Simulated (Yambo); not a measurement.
# Ge (Fd-3m) in Yambo: further runs

The runs below take Ge through optical spectrum by the Bethe-Salpeter equation, G0W0 quasiparticle levels, optical spectrum, with LDA, PBEsol, PBE.

All numbers are computed with Yambo 5.3.0; they aren't measurements. Logs are shortened: lines on timing, memory, paths and dates and some standing lists are left out, and cuts for length are marked.

**The experiment to reproduce.**

From “Temperature-dependent photoluminescence in Ge: experiment and theory”, 2020, arxiv:2003.00143, for a bulk crystal of Ge at 0 K: band gap 0.744 eV (indirect).

“Electronic and optical properties of SixGe1-x-ySny alloys lattice-matched to Ge”, 2021, arxiv:2109.02782 reports, for a bulk crystal of Ge: band gap 0.666 eV (indirect) at 293 K; band gap 0.807 eV (direct) at 300 K.

How close the calculation comes is told below.

**1. The structure**

It takes space group Fd-3m (No. 227, cubic). The conventional cell has a = 5.658 Å, b = 5.658 Å, c = 5.658 Å, α = 90.00°, β = 90.00°, γ = 90.00°. Ge (site symmetry -43m) has 4 Ge at 2.45 Å as nearest neighbours.

**2. Optical spectrum by the Bethe-Salpeter equation, LDA**

The input, bse2.in:

```
optics
bse
bss
rim_cut
em1s
RandQpts= 1000000
RandGvec= 50 RL
Chimod= "HARTREE"
% BndsRnXs
 1 | 39 |
%
NGsBlkXs= 5 Ry
% LongDrXs
 1 | 0 | 0 |
%
BSKmod= "SEX"
BSEmod= "retarded"
BSSmod= "d"
% BSEQptR
 1 | 1 |
%
% BSEBands
 11 | 16 |
%
BSENGexx= 20 Ry
BSENGBlk= 5 Ry
% BEnRange
 0 | 20 | eV
%
% BDmRange
 0.1 | 0.1 | eV
%
BEnSteps= 200
% BLongDir
 1 | 0 | 0 |
%
BSEprop= "abs"
WRbsWF
```

The input, scf.in:

```
&CONTROL
  calculation = 'scf'
  prefix = 'pwscf'
  outdir = './tmp'
  pseudo_dir = './pseudo'
/
&SYSTEM
  ibrav = 0
  nat = 2
  ntyp = 1
  ecutwfc = 78
  nbnd = 21
  occupations = 'smearing'
  smearing = 'fd'
  degauss = 0.00367493
  force_symmorphic = .true.
/
&ELECTRONS
  conv_thr = 4d-10
  electron_maxstep = 120
  mixing_beta = 0.5
/
ATOMIC_SPECIES
Ge    72.6300 Ge.upf
CELL_PARAMETERS angstrom
   0.0000000000    2.8289100000    2.8289100000
   2.8289100000    0.0000000000    2.8289100000
   2.8289100000    2.8289100000    0.0000000000
ATOMIC_POSITIONS crystal
Ge     0.7500000000    0.7500000000    0.7500000000
Ge     0.5000000000    0.5000000000    0.5000000000
K_POINTS automatic
8 8 8 0 0 0
```

The input, nscf.in:

```
&CONTROL
  calculation = 'nscf'
  prefix = 'pwscf'
  outdir = './tmp'
  pseudo_dir = './pseudo'
/
&SYSTEM
  ibrav = 0
  nat = 2
  ntyp = 1
  ecutwfc = 78
  nbnd = 94
  occupations = 'smearing'
  smearing = 'fd'
  degauss = 0.00367493
  force_symmorphic = .true.
/
&ELECTRONS
  conv_thr = 1d-08
  diago_full_acc = .true.
  diago_thr_init = 1d-06
/
ATOMIC_SPECIES
Ge    72.6300 Ge.upf
CELL_PARAMETERS angstrom
   0.0000000000    2.8289100000    2.8289100000
   2.8289100000    0.0000000000    2.8289100000
   2.8289100000    2.8289100000    0.0000000000
ATOMIC_POSITIONS crystal
Ge     0.7500000000    0.7500000000    0.7500000000
Ge     0.5000000000    0.5000000000    0.5000000000
K_POINTS automatic
6 6 6 0 0 0
```

Potentials or basis: PseudoDojo 0.4.1 SR LDA standard.

Launch:

```bash
$ OMP_NUM_THREADS=1 pw.x -in scf.in > scf.out
$ OMP_NUM_THREADS=1 pw.x -in nscf.in > nscf.out
$ cd tmp/pwscf.save; p2y; mv SAVE ../..; cd ../..
$ OMP_NUM_THREADS=1 yambo
$ mkdir -p bse2; ln -s $PWD/g0w00/ndb.RIM bse2/
$ OMP_NUM_THREADS=1 yambo -F bse2.in -J bse2 -C bse2_out
$ OMP_NUM_THREADS=1 ypp -J bse2 -C bse2_out -e s -b 1
```

Yambo's report:

```text
[... sections 02.01 to 02.04 as in the set-up run ...]

[... 5 lines left out ...]
  [X] Bosonic    Temperature                        :  0.258606E-1   300.100    [eV K]
  [X] Finite Temperature mode                       : yes
  [X] El. density                                   :  0.61840E+24 [cm-3]
  [X] Fermi Level                                   :  9.233104 [eV]

  [X] === Gaps and Widths ===
  [X] Conduction Band Min                           :  9.233104 [eV]
  [X] Valence Band Max                              :  9.233104 [eV]
  [X] Filled Bands                                  :  11
  [X] Metallic Bands                                :  12  15
  [X] Empty Bands                                   :   16   94

  [X] === Metallic Characters ===
  [X] N of el / N of met el                         :  28.00000   5.95083
  [X] Average metallic occ.                         :  0.371927

  [WARNING] [X] Metallic system

 [03] Transferred momenta grid and indexing
 ==========================================

 [BZ sampling] Q-grid is User defined and/or read from the database

 IBZ Q-points                                      :  16
 BZ  Q-points                                      :  216

 K/Q-points units:
 rlu = crystal or reduced units; cc = cartesian coordinates; iku = interal k-units

 Q [ 1]         [rlu]:  0.000000  0.000000  0.000000
 Q [ 2]         [rlu]:  0.95643E-17 -0.18191E-16  0.16667
 Q [ 3]         [rlu]:  0.19129E-16 -0.36383E-16  0.33333
 Q [ 4]         [rlu]:  0.25892E-17  0.25892E-17 -0.50000
 Q [ 5]         [rlu]:  0.57972E-17  0.16667      0.16667
 Q [ 6]         [rlu]:  0.95643E-17  0.16667      0.33333
 Q [ 7]         [rlu]:  0.10847E-16  0.16667      0.50000
 Q [ 8]         [rlu]:  0.25892E-17  0.16667     -0.33333
 Q [ 9]         [rlu]:  0.86270E-17  0.16667     -0.16667
 Q [10]         [rlu]:  0.11594E-16  0.33333      0.33333
 Q [11]         [rlu]:  0.20758E-16  0.33333      0.50000
 Q [12]         [rlu]:  0.89730E-17  0.33333     -0.33333
 Q [13]         [rlu]: -0.17392E-16 -0.50000     -0.50000
 Q [14]         [rlu]:  0.166667  0.333333  0.500000
 Q [15]         [rlu]:  0.166667  0.333333 -0.333333
 Q [16]         [rlu]:  0.166667 -0.500000 -0.333333

  [03.01] X + BSE indexes
  =======================

   [03.01.01] Sigma indexes
   ========================

   [WR./SAVE//ndb.kindx]-----------------------------------------------------------
    Fragmentation                                    : no
    Polarization last K ( bz)                        :  216
    Polarization last K (ibz)                        :  16
    QP states                                        :   1  16
    X grid is uniform                                : yes
    Grids (string)                                   :  X B S
    Grids (int-vector)                               :  1  1  0  1

 [04] Coloumb potential Random Integration (RIM)
 ===============================================

 Summary of Coulomb integrals for non-metallic bands |Q|[au] RIM/Bare

 Q [1] 0.100000E-4 0.997530 * Q [2] 0.169645 1.068862
 Q [5] 0.195889 1.067204 * Q [9] 0.277029 1.029264
 Q [6] 0.324846 1.022872 * Q [3] 0.339290 1.020683
 Q [10] 0.391779 1.016961 * Q [8] 0.426931 1.014228
 Q [14] 0.438022 1.014089 * Q [7] 0.479829 1.012339
 Q [11] 0.508935 1.011441 * Q [4] 0.508935 1.011198
 Q [12] 0.554058 1.009945 * Q [15] 0.579448 1.009474
 Q [13] 0.587668 1.009873 * Q [16] 0.619456 1.009298

 [WARNING] [Xs] User bands 1-39 break level degeneracy

 [WARNING] [BS] User bands 11-16 break level degeneracy

 [05] Dipoles
 ============

  [05.01] Setup: observables and procedures
  =========================================

  [WF-Oscillators/G space/Transverse up loader] Normalization (few states)  min/max  :  0.40251E-17   1.0000

  [WR./bse2//ndb.dipoles]---------------------------------------------------------
   Brillouin Zone Q/K grids (IBZ/BZ)                :   16  216   16  216
   RL vectors                                       :   4573 [WF]
   Fragmentation                                    : yes
   Electronic Temperature                           :  300.1000 [K]
   Bosonic    Temperature                           :  300.1000 [K]
   DIP band range                                   :    1   39
   DIP band range limits                            :  15  12
[... 43 lines left out ...]
 [WR./bse2//ndb.em1s_fragment_1]-------------------------------------------------
  Current Q-pt index                               :  1
  X energy range                                   :  0.000000  0.000000 eV
  X damping range                                  :  0.001000  0.001000 eV
  Number of frequencies                            :  1
 [X-CG] R(p) Tot o/o(of R):   13734   76363     100
 [WR./bse2//ndb.em1s_fragment_2]-------------------------------------------------
  Current Q-pt index                               :  2
  X energy range                                   :  0.000000  0.000000 eV
  X damping range                                  :  0.001000  0.001000 eV
  Number of frequencies                            :  1
 [X-CG] R(p) Tot o/o(of R):   13054   76364     100
 [X-CG] R(p) Tot o/o(of R):    7839   76366     100
 [X-CG] R(p) Tot o/o(of R):   11567   76359     100
 [X-CG] R(p) Tot o/o(of R):   20084   76362     100
 [X-CG] R(p) Tot o/o(of R):   18590   76361     100
 [X-CG] R(p) Tot o/o(of R):   18052   76361     100
 [X-CG] R(p) Tot o/o(of R):   16088   76360     100
 [X-CG] R(p) Tot o/o(of R):   11278   76359     100
 [X-CG] R(p) Tot o/o(of R):   18938   76359     100
 [X-CG] R(p) Tot o/o(of R):   15256   76359     100
 [X-CG] R(p) Tot o/o(of R):    7131   76359     100
 [X-CG] R(p) Tot o/o(of R):   19125   76359     100
 [X-CG] R(p) Tot o/o(of R):   19407   76360     100
 [X-CG] R(p) Tot o/o(of R):   15362   76359     100

 [07] Bethe Salpeter Equation driver
 ===================================

  [07.01] Bethe Salpeter Equation @q1
  ===================================

   [07.01.01] Transition pre-analysis @q1
   ======================================

   [07.01.02] Transition Groups build-up @q1
   =========================================

   [BSK] Transition groups (total):  16
   [BSK] Size (resonant):  1744
   [BSK]         (total):  1744
   [BSK] N. of matrices :  1

   [07.01.03] Loading Dipoles @q1
   ==============================

   [07.01.04] Independent Particles properties @q1
   ===============================================

   [WARNING] The system is a metal but Drude term not included.

   [07.01.05] BSE Kernel @q1 (Resonant CORRRELATION EXCHANGE)
   ==========================================================

   [BSE] Exchange components :   531
   [BSE] Correlation components :   65  283

    [07.01.05.01] Screened interaction header I/O
    =============================================

    [07.01.05.02] Main kernel loop
    ==============================

    [WR./bse2//ndb.BS_Q1_CPU_0]-----------------------------------------------------
     Brillouin Zone Q/K grids (IBZ/BZ)                :   16  216   16  216
     RL vectors                                       :   4573 [WF]
     Coulomb cutoff potential                         : none
     Parallel CPUs
     Parallel Roles
     Fragmentation                                    : no
     BS kernel          wavefunctions                 : Slater exchange(X)+Perdew & Wang(C)
     Static diel. fun.  energies                      : Slater exchange(X)+Perdew & Wang(C)
     wavefunctions                                    : Slater exchange(X)+Perdew & Wang(C)
     [K] Identifier                                   :   3673
     [K] Dimension                                    :  1744
     [K] Bands                                        :  11  16
     [K] Exchange                                     : yes [res]
     [K] Correlation                                  : yes [res]
     [K] Kernel`s coupling                            : no
     [K] Exchange                                     : no [cpl]
     [K] Correlation                                  : no [cpl]
     [K] W interaction is bare                        : no
     [K] ALDA kernel in R-space                       : no
     [K] RL vectors                                   :   531 [exchange]
     [K] RL vectors                                   :   65 [correlation]
     [K] E/h energy range                             : -1.000000 -1.000000 [eV]
     [K] Coupling range                               :  100.0000  100.0000 [o/o]
     [W] Interaction is diagonal                      : no
     [W] Matrix size                                  :   65
     [W] Bands                                        :    1   39
     [W] e/h energy range                             : -1.000000 -1.000000 [eV]
     [W] Poles                                        :  100.0000 [o/o]
     [W] RL vectors in the sum                        :   4573
     [W] [r,Vnl] included                             : yes
     [W] Field direction                              :  0.100000E-4   0.00000      0.00000
     [W] Coulomb Cutoff                               : none
     [W] Hxc Kernel                                   : HARTREE
     [RIM] RL components                              :   51 [col]
     [RIM] Random points                              :  1000000 [col]
     [SOC] Perturbative SOC                           : no
     [K] Kernel long-range exchange                   : BAR

    [07.01.05.03] Wave-Function Phases
    ==================================

    [BSE] WF phases found       :  69.87847 [o/o]

   [07.01.06] BSE solver(s) @q1
   ============================

   [07.01.07] Diago Solver @q1
   ===========================

   [WR./bse2//ndb.BS_diago_Q1]-----------------------------------------------------
    BS kernel          energies                      : Slater exchange(X)+Perdew & Wang(C)
    [K] Identifier                                   :   3673
    [K] Dimension                                    :  1744
    [K] Bands                                        :  11  16
    [K] Exchange                                     : yes [res]
    [K] Correlation                                  : yes [res]
    [K] Kernel`s coupling                            : no
    [K] Exchange                                     : no [cpl]
    [K] Correlation                                  : no [cpl]
    [K] W interaction is bare                        : no
    [K] ALDA kernel in R-space                       : no
    [K] RL vectors                                   :   531 [exchange]
    [K] RL vectors                                   :   65 [correlation]
    [K] E/h energy range                             : -1.000000 -1.000000 [eV]
    [K] Coupling range                               :  100.0000  100.0000 [o/o]
    [W] Interaction is diagonal                      : no
    [W] Matrix size                                  :   65
    [W] Bands                                        :    1   39
    [W] e/h energy range                             : -1.000000 -1.000000 [eV]
    [W] Poles                                        :  100.0000 [o/o]
    [W] RL vectors in the sum                        :   4573
    [W] [r,Vnl] included                             : yes
    [W] Field direction                              :  0.100000E-4   0.00000      0.00000
    [W] Coulomb Cutoff                               : none
    [W] Hxc Kernel                                   : HARTREE
    [RIM] RL components                              :   51 [col]
    [RIM] Random points                              :  1000000 [col]
    [SOC] Perturbative SOC                           : no
    [K] Kernel long-range exchange                   : BAR
    [BSS] Eigenstates included                       : yes
    [BSS] Field direction                            :  0.100000E-4   0.00000      0.00000
    [BSS] Eigenstates computed                       :  1744
    [BSS] Number of BSE matrices                     :  1
```

Wall time 5.5 min (1 thread of Arm Neoverse V2, shared host); peak memory 0.37 GiB.

Results:

```yaml
Band_gap_on_the_k_mesh_mean-field_level: none (metal or under the smearing width)
```

Dielectric function (along the field direction of the input):
```tsv
energy (eV)	real part	imaginary part
0.30	-77.45	160.99
0.80	30.97	11.87
1.31	79.66	141.84
1.81	-21.52	10.85
2.31	12.14	8.99
2.81	8.80	21.96
3.32	-0.29	24.28
3.82	-30.69	13.88
4.32	-12.98	4.08
4.82	-5.97	3.86
5.33	-6.57	5.52
5.83	-6.70	4.62
6.33	-4.95	6.36
6.83	-5.30	1.70
7.34	-4.30	1.48
7.84	-3.58	0.49
8.34	-2.63	0.28
8.84	-2.24	0.30
9.35	-1.68	0.13
9.85	-1.22	0.24
10.35	-1.17	0.38
10.85	-0.76	0.29
11.36	-0.75	0.20
11.86	-0.67	0.20
12.36	-0.45	0.12
12.86	-0.46	0.19
13.37	-0.19	0.34
13.87	-0.31	0.26
14.37	-0.18	0.16
14.87	-0.13	0.11
15.38	0.00	0.14
15.88	-0.04	0.05
16.38	0.08	0.02
16.88	0.16	0.01
17.39	0.22	0.01
17.89	0.27	0.01
18.39	0.31	0.01
18.89	0.35	0.01
19.40	0.39	0.01
20.00	0.43	0.01
```

Caveat: the intraband (Drude) term of the metal is left out; the ground state has no gap, which makes the many-body step unreliable; the transitions start from uncorrected Kohn-Sham levels, so peaks lie too low; exciton energies and binding change strongly with the k mesh and aren't converged on this one; spectra need much finer meshes, so this one isn't converged.

[end of part 1 of 3]
